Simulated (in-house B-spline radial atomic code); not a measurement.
# Gd⁵⁺: binding energies from hole states

Aim: binding energies of the shells of Gd⁵⁺, from runs with electrons taken out, set against the orbital energies of the parent.

The numbers are computed with in-house B-spline radial atomic code version 1 (Dirac-Hartree-Fock, average of configuration, Fermi nucleus, basis-set limit), except any that are marked as measured or tabulated.

### 1 The system

* element: gadolinium (Z = 64)
* charge: +5
* electrons: 59
* configuration: [Kr] 4d10 4f6 5s2 5p5
* Hamiltonian: Dirac-Coulomb
* nucleus: Fermi, rms radius 5.157 fm

Outer shells as boxes (Hund's rule):

[Kr] 4d10 4f6 5s2 5p5
```
[Kr] core
4d [↑↓][↑↓][↑↓][↑↓][↑↓]
4f [↑ ][↑ ][↑ ][↑ ][↑ ][↑ ][  ]
5s [↑↓]
5p [↑↓][↑↓][↑ ]
```

The boxes draw the filling by Hund's rule, which heavy ions in jj coupling don't follow; these runs average over all states of the configuration.

Settings of the run:

```ini
Z = 64
electrons = 59.0
configuration = [Kr] 4d10 4f6 5s2 5p5
hamiltonian = dirac
method = hf
spin_polarised = False
nucleus = fermi
rms_radius = 5.1569
mass_number = 158
atomic_mass = 157.9241112
speed_of_light = 137.035999084
```

From the earlier run of the reference: total energy -11268.764160 hartree. Levels, eight at most:

| orbital | occupation | energy (eV) | <r> (bohr) |
| --- | --- | --- | --- |
| 4p3/2 | 4 | -365.59 | 0.5922 |
| 4d3/2 | 4 | -236.14 | 0.6271 |
| 4d5/2 | 6 | -230.08 | 0.6371 |
| 5s1/2 | 2 | -116.85 | 1.293 |
| 5p1/2 | 1.66667 | -92.283 | 1.403 |
| 5p3/2 | 3.33333 | -86.869 | 1.470 |
| 4f5/2 | 2.57143 | -82.685 | 0.7692 |
| 4f7/2 | 3.42857 | -81.888 | 0.7760 |

### 2 The 3p3/2 hole

In configurations, a minus sign after the shell means j = l − 1/2 and a plus sign j = l + 1/2; the count of electrons follows.

Settings of the run:

```ini
Z = 64
electrons = 58.0
configuration = 1s2 2s2 2p6 3s2 3p-2 3p+3 3d10 4s2 4p6 4d10 4f6 5s2 5p5
hamiltonian = dirac
method = hf
spin_polarised = False
nucleus = fermi
rms_radius = 5.1569
mass_number = 158
atomic_mass = 157.9241112
speed_of_light = 137.035999084
```

### 3 The 3d3/2 hole

The settings differ from step 2 so:

```diff
@@ -2,3 +2,3 @@
 electrons = 58.0
-configuration = 1s2 2s2 2p6 3s2 3p-2 3p+3 3d10 4s2 4p6 4d10 4f6 5s2 5p5
+configuration = 1s2 2s2 2p6 3s2 3p6 3d-3 3d+6 4s2 4p6 4d10 4f6 5s2 5p5
 hamiltonian = dirac
```

### 4 The 3d5/2 hole

The settings differ from step 3 so:

```diff
@@ -2,3 +2,3 @@
 electrons = 58.0
-configuration = 1s2 2s2 2p6 3s2 3p6 3d-3 3d+6 4s2 4p6 4d10 4f6 5s2 5p5
+configuration = 1s2 2s2 2p6 3s2 3p6 3d-4 3d+5 4s2 4p6 4d10 4f6 5s2 5p5
 hamiltonian = dirac
```

### 5 The 4s hole

The settings differ from step 4 so:

```diff
@@ -2,3 +2,3 @@
 electrons = 58.0
-configuration = 1s2 2s2 2p6 3s2 3p6 3d-4 3d+5 4s2 4p6 4d10 4f6 5s2 5p5
+configuration = 1s2 2s2 2p6 3s2 3p6 3d10 4s1 4p6 4d10 4f6 5s2 5p5
 hamiltonian = dirac
```

### 6 The 4p1/2 hole

The settings differ from step 5 so:

```diff
@@ -2,3 +2,3 @@
 electrons = 58.0
-configuration = 1s2 2s2 2p6 3s2 3p6 3d10 4s1 4p6 4d10 4f6 5s2 5p5
+configuration = 1s2 2s2 2p6 3s2 3p6 3d10 4s2 4p-1 4p+4 4d10 4f6 5s2 5p5
 hamiltonian = dirac
```

### 7 The 4p3/2 hole

The settings differ from step 6 so:

```diff
@@ -2,3 +2,3 @@
 electrons = 58.0
-configuration = 1s2 2s2 2p6 3s2 3p6 3d10 4s2 4p-1 4p+4 4d10 4f6 5s2 5p5
+configuration = 1s2 2s2 2p6 3s2 3p6 3d10 4s2 4p-2 4p+3 4d10 4f6 5s2 5p5
 hamiltonian = dirac
```

What does each hole state cost in eV, and how does that compare with the orbital energies or single holes?

As calculated:

| hole | ΔSCF (eV) | with Breit, QED, recoil (eV) | −ε of the parent (eV) | −ε less ΔSCF (eV) |
| --- | --- | --- | --- | --- |
| 3p3/2 | 1632.40 | 1629.74 | 1652.66 | 20.26 |
| 3d3/2 | 1299.80 | 1298.30 | 1322.20 | 22.40 |
| 3d5/2 | 1268.79 | 1267.90 | 1290.82 | 22.03 |
| 4s | 469.02 | 468.03 | 476.18 | 7.16 |
| 4p1/2 | 391.59 | 390.77 | 398.51 | 6.93 |
| 4p3/2 | 359.26 | 358.81 | 365.59 | 6.32 |

Relaxation of the remaining electrons brings each binding energy under −ε, by 20.3 eV for 3p3/2 and 6.32 eV for 4p3/2. The spin-orbit splitting of the 3d hole is 30.40 eV with those corrections. Two partly filled shells share a symmetry and can mix in the average, which may lower the energy, in these hole states: 3p3/2; 4p1/2; 4p3/2. Values are for the free ion, measured from the vacuum level.
